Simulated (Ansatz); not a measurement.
# CH₇BOSi₂: basis-set convergence

One table from this session's results is given with a row withheld; the runs are named, their logs left out.

Computed with Ansatz 0.2.0, Gaussian basis. Level: one geometry, several basis sets.

The runs, in order: PBE0-D4/def2-SVP; ωB97M-V/def2-SVP; PBE0-D4/def2-QZVPP; ωB97M-V/def2-QZVPP; the functionals' def2-TZVPP values are taken from earlier runs.

**The relaxed structure**

An earlier PBE0-D4 in a triple-zeta def2 set relaxation fixed the geometry.

SMILES `OB1[SiH2]C1[SiH3]`, 12 atoms, charge 0, spin multiplicity 1.

Atoms are counted from 1 here; the program's logs count them from 0.

Bond lengths: O1–B2 1.340 Å, O1–H6 0.961 Å, B2–Si3 1.948 Å, B2–C4 1.533 Å, Si3–C4 1.919 Å, Si3–H7 1.485 Å, Si3–H8 1.483 Å, C4–Si5 1.861 Å, C4–H9 1.091 Å, Si5–H10 1.488 Å, Si5–H11 1.489 Å, Si5–H12 1.487 Å. Angles: B2–O1–H6 113.2°, O1–B2–Si3 156.1°, O1–B2–C4 136.8°, Si3–B2–C4 65.7°, B2–Si3–C4 46.7°, B2–Si3–H7 120.4°, B2–Si3–H8 127.3°, C4–Si3–H7 116.5°, C4–Si3–H8 114.8°, H7–Si3–H8 111.8°, B2–C4–Si3 67.6°, B2–C4–Si5 114.8°, B2–C4–H9 122.1°, Si3–C4–Si5 110.2°, Si3–C4–H9 125.0°, Si5–C4–H9 110.9°, C4–Si5–H10 111.6°, C4–Si5–H11 109.2° and more.

The first run:

in.yaml

```yaml
crystal:
  periodic: [false, false, false]
  atoms:
    - {symbol: O, position_ang: [-1.757354, 1.631335, 0.763043]}
    - {symbol: B, position_ang: [-1.042326, 0.517625, 0.553728]}
    - {symbol: Si, position_ang: [-0.728580, -1.401794, 0.439313]}
    - {symbol: C, position_ang: [0.436581, 0.115028, 0.597933]}
    - {symbol: Si, position_ang: [1.365079, 0.381011, -0.992535]}
    - {symbol: H, position_ang: [-2.705621, 1.489783, 0.698493]}
    - {symbol: H, position_ang: [-0.868180, -2.258767, 1.643481]}
    - {symbol: H, position_ang: [-0.534493, -2.208518, -0.790426]}
    - {symbol: H, position_ang: [1.070692, 0.329750, 1.459578]}
    - {symbol: H, position_ang: [1.861708, 1.778776, -1.110830]}
    - {symbol: H, position_ang: [0.454510, 0.115599, -2.140698]}
    - {symbol: H, position_ang: [2.524883, -0.545027, -1.087178]}
basis:
  gaussian: {orbitals: def2-SVP}
hamiltonian: {xc: pbe0, dispersion: d4}
output: {orbitals: {seedname: orbitals}}
```

Among the steps run: PBE0-D4 in def2-SVP; ωB97M-V in def2-SVP; PBE0-D4 in def2-QZVPP; ωB97M-V in def2-QZVPP.

One table of the session follows, with a row left open; its other results are not shown here.

It belongs to the step «Functionals by basis». 

| functional | basis | HOMO (eV) |
| --- | --- | --- |
| PBE0-D4 | def2-SVP | -6.57 |
| PBE0-D4 | def2-TZVPP | -6.60 |
| PBE0-D4 | def2-QZVPP | ? |
| ωB97M-V | def2-SVP | -8.61 |
| ωB97M-V | def2-TZVPP | -8.68 |
| ωB97M-V | def2-QZVPP | -8.69 |

Q: Estimate the row for PBE0-D4, def2-QZVPP from the others.

As computed: HOMO (eV): -6.61. In the column «HOMO (eV)» it lies between ωB97M-V, def2-SVP (-8.61) and PBE0-D4, def2-TZVPP (-6.60).
